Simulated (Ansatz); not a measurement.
## GaGe3 under changes of volume

One of the cells (19.430 Å³/atom); the others are scaled copies at fixed shape and fractional positions:

```
CELL_PARAMETERS angstrom
0.00000 3.38717 3.38717
3.38717 0.00000 3.38717
3.38717 3.38717 0.00000
ATOMIC_POSITIONS crystal
Ge 0.50000 0.50000 0.50000
Ge 0.75000 0.75000 0.75000
Ge 0.25000 0.25000 0.25000
Ga 0.00000 0.00000 0.00000
```

The cell comes from a database or a generator and needn't be the stable form of this composition.

| Item | Value |
| --- | --- |
| Program | Ansatz 0.2.0 |
| Functional | PBEsol |
| Potentials or basis | Ansatz PAW |
| Cutoff | 420 eV (not typed: the program's choice for these potentials) |
| k mesh | 7 × 7 × 7 |
| Occupations | fermi-dirac, width 0.05 eV |
| Spin | no spin polarisation |

```tsv
volume (Å³/atom)	energy over the lowest point (meV/atom)	pressure (GPa)
18.264	0.00	0.1
18.653	1.70	-1.4
19.042	6.88	-2.8
19.430	?	?
19.819	26.02	-5.0
20.208	39.28	-5.9
20.596	54.63	-6.7
```

Task: What does the run at 19.430 Å³/atom give?

Result: Energy over the lowest point 15.12 meV/atom; pressure -3.9 GPa.

Worked out: A Birch-Murnaghan fit of order 3 (a polynomial in V^(-2/3)) to the other rows has its minimum at 18.28 Å³/atom with B0 = V·E''(V) = 76 GPa and B' = 5.0. It gives 15.09 meV/atom at 19.430 Å³/atom, against the run's 15.12, and -dE/dV = -4.0 GPa, against -3.9.

Energies are extrapolated to zero smearing.

Caveats: the PAW data sets come from PBE, with cores solved anew for the run's functional, which leaves a small shift of forces and pressure.
